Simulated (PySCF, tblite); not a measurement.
**C7H15BN2: geometry, infrared bands and NMR shifts**

What infrared bands and NMR shifts should C7H15BN2 (`CB1NCCN1C1CCC1`) show?

Programs: tblite 0.8.0 and PySCF 2.14.0, with density-fitted response routines of our own. Each step states its level of theory. These are calculated values for one molecule in the gas phase, unless marked as measured. Atoms are numbered from 0 throughout.

## Step 1: The molecule as given

25 atoms, charge 0, multiplicity 1; geometry from: force field or distance geometry start.

Bonds of the start (Å): C0–B1 1.60, B1–N2 1.52, N2–C3 1.47, C3–C4 1.53, C4–N5 1.47, N5–C6 1.47, C6–C7 1.53, C7–C8 1.52, C8–C9 1.52, N5–B1 1.52, C9–C6 1.53, C0–H10 1.11, C0–H11 1.12, C0–H12 1.10, N2–H13 1.05, C3–H14 1.11, C3–H15 1.13, C4–H16 1.11, C4–H17 1.12, C6–H18 1.12, C7–H19 1.11, C7–H20 1.11, C8–H21 1.11, C8–H22 1.10, C9–H23 1.10, C9–H24 1.12.

## Step 2: Relaxing the molecule with GFN2-xTB

What the job is given:

```
{"job": {"kind": "relax", "xc": "GFN2-xTB", "basis": "xTB"}, "charge": 0, "multiplicity": 1}
C      1.584500    -2.027200    -0.731400
B      1.414500    -0.480500    -0.371700
N      2.636800     0.391500    -0.141700
C      2.011900     1.718900    -0.019800
C      0.591700     1.652600    -0.591600
N      0.101400     0.265100    -0.546300
C     -0.762400     0.057100     0.630100
C     -1.467600    -1.298100     0.617800
C     -2.815700    -0.609000     0.513100
C     -2.127800     0.743300     0.499600
H      1.128700    -2.215300    -1.731000
H      1.058800    -2.650000     0.031600
H      2.645900    -2.296700    -0.740800
H      3.177300     0.375700    -1.040400
H      2.617600     2.499100    -0.521400
H      1.952800     1.973000     1.080900
H     -0.069000     2.379000    -0.067200
H      0.629900     1.963200    -1.665300
H     -0.272000     0.280800     1.617100
H     -1.347400    -1.858400     1.574000
H     -1.265900    -1.904400    -0.288600
H     -3.446700    -0.749200     1.421300
H     -3.341000    -0.819600    -0.429600
H     -2.383500     1.357500     1.381800
H     -2.263700     1.275700    -0.471200
```

The run is started by

```bash
$ OMP_NUM_THREADS=1 python probes_run.py task.json out
```

One launch serves the whole session: the jobs run in the order shown.

**Question.** This job is followed by: GFN2-xTB harmonic vibrations, gas phase; GIAO PBE0/pcSseg-1 NMR shielding, non-relativistic, gas phase. What will the session give for the following? strongest single infrared mode (GFN2-xTB); zero-point energy (GFN2-xTB); ¹³C shifts against TMS (PBE0/pcSseg-1, means over atoms taken as alike); ¹H shifts against TMS (PBE0/pcSseg-1, means over atoms taken as alike); ¹¹B shifts against BF3·OEt2 (PBE0/pcSseg-1); ¹⁵N shifts against NH3 (PBE0/pcSseg-1); surface potential, 1st and 99th percentile.

The runs gave:

```
                                                               quantity                                                     value
                              strongest single infrared mode (GFN2-xTB)                                     1410 cm⁻¹, 310 km/mol
                                           zero-point energy (GFN2-xTB)                                            137.2 kcal/mol
¹³C shifts against TMS (PBE0/pcSseg-1, means over atoms taken as alike)                    54.1, 51.6, 47.1, 30.8, 15.5, -3.6 ppm
 ¹H shifts against TMS (PBE0/pcSseg-1, means over atoms taken as alike)  3.73, 3.65, 3.23, 2.20, 2.06, 2.02, 1.80, 1.79, 0.10 ppm
                            ¹¹B shifts against BF3·OEt2 (PBE0/pcSseg-1)                                                  26.8 ppm
                                 ¹⁵N shifts against NH3 (PBE0/pcSseg-1)                                           107.5, 84.6 ppm
                                  surface potential, 1st and 99th percentile                                        -0.82 V and 1.13 V
```

What this shows: Relaxing lowered the energy by 1.569 eV in 111 steps; the close pair that moved most is B1–N2, from 1.519 to 1.407 Å. No mode is imaginary among the 69: a minimum at this level. The strongest single mode, at 1410 cm⁻¹, is spread over many atoms; the largest shares are those of B1, N2. GFN2-xTB is a fitted tight-binding method: band positions and strengths are rough. Its intensities can rank the bands wrongly. The most deshielded carbon is C6 (sp3 CH bonded to N), at 54.1 ppm: pulled downfield by the heteroatom. The most deshielded hydrogen is H18 (hydrogen on an sp3 CH bonded to N), at 3.73 ppm: its carbon carries N, an electronegative neighbour.
